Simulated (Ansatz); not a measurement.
**Mn3Sb: further runs on the relaxed cell**

One table from this session's results is given with a row withheld; the runs are named, their logs left out.

Program: Ansatz 0.2.0. Level of theory: DFT PBEsol, scalar-relativistic, plane waves, PAW. These are calculated values, not measurements.

2 further runs of the same task are left out: 2 set aside as unsound or not needed.

## The structure to begin with

The structure is cubic, space group Pm-3m (No. 221). The conventional cell has a = 3.757 Å, b = 3.757 Å, c = 3.757 Å, α = 90.00°, β = 90.00°, γ = 90.00°. Mn (site symmetry 4/mmm) has 8 Mn at 2.66 Å and 4 Sb at 2.66 Å as nearest neighbours. Around Sb (site symmetry m-3m) lie 12 Mn at 2.66 Å.

As a file:

```xyz
4
Lattice="3.7565 0.0000 0.0000 0.0000 3.7565 0.0000 0.0000 0.0000 3.7565" Properties=species:S:1:pos:R:3 pbc="T T T"
Mn    0.0000    1.8783    1.8783
Mn    1.8783    0.0000    1.8783
Mn    1.8783    1.8783    0.0000
Sb    0.0000    0.0000    0.0000
```

It is the result of an earlier relaxation at this level (volume 13.25 Å³/atom; gap on the mesh: none (metal), site moments up to 2.0 μB).

The first run:

File input.yaml:

```yaml
crystal:
  lattice:
    - [3.7565021002, 0.0, 0.0]
    - [0.0, 3.7565021002, 0.0]
    - [0.0, 0.0, 3.7565021002]
  atoms:
    - { symbol: Mn, position: [0.0, 0.5, 0.5], spin: 2.16 }
    - { symbol: Mn, position: [0.5, 0.0, 0.5], spin: 2.16 }
    - { symbol: Mn, position: [0.5, 0.5, 0.0], spin: 2.16 }
    - { symbol: Sb, position: [0.0, 0.0, 0.0] }
basis:
  ecutwfc: 420
kpoints:
  mp_grid: { grid: [12, 12, 12] }
  band_path:
    path:
      - [[0.0, 0.0, 0.0], [0.0, 0.5, 0.0], [0.5, 0.5, 0.0], [0.0, 0.0, 0.0], [0.5, 0.5, 0.5], [0.0, 0.5, 0.0]]
      - [[0.5, 0.5, 0.5], [0.5, 0.5, 0.0]]
    npoints: 14
hamiltonian:
  xc: pbesol
scf:
  occupations: { method: gaussian, width: 0.1 }
  n_extra_bands: 10
output:
  forces: true
  stress: true
  eigenvalues: true
  populations: true
  dos: { projected: true, de: 0.02, nscf_kmesh: { grid: [18, 18, 18] } }
  bader: true
  write_density: true
  write_potential: true
  elf: true
  volumetric_format: npy
magnetization:
  spin_polarized: true
checkpoint:
  read: start.run
  write: ck
  compress: false
  write_wavefunctions: false
  write_every: 100000
```

Command:

```bash
> ansatz run input.yaml --threads 1 --pin off --max-ram 2560MiB --backend cpu --events-out ev --progress --plain --runs-dir out
```

Among the steps run: Static run: bands, density of states and charges; Volume × 0.97; The cell scaled to 1.03 of its volume; The cell scaled to 0.94 of its volume; The cell scaled to 1.06 of its volume.

One of the session's tables, all rows but one given; the rest of the session is left out.

It belongs to the step «Fit of the equation of state». 

| volume (Å³/atom) | energy above the lowest point (meV/atom) | pressure (GPa) | largest moment (μB) |
| --- | --- | --- | --- |
| 12.457 | 33.3 | 14.16 | 1.90 |
| 12.855 | 7.9 | 6.49 | 1.94 |
| 13.252 | 0.0 | 0.03 | 1.97 |
| 13.650 | ? | ? | ? |
| 14.047 | 26.2 | -9.93 | 2.03 |

Estimate the missing values for volume (Å³/atom) = 13.650.

Worked estimate for «energy above the lowest point (meV/atom)». A straight line through the neighbours (13.252, 0.0) and (14.047, 26.2) gives 0.0 + (26.2 − 0.0) × (13.650 − 13.252) / (14.047 − 13.252) = 13.1; a parabola fitted to 3 rows on both sides gives 6.1.

As computed: energy above the lowest point (meV/atom): 6.9; pressure (GPa): -5.40; largest moment (μB): 2.00. In «energy above the lowest point (meV/atom)» the line misses by +6.2 and the parabola by -0.8.

To keep in mind: Warnings in the runs' records: stability check not made.
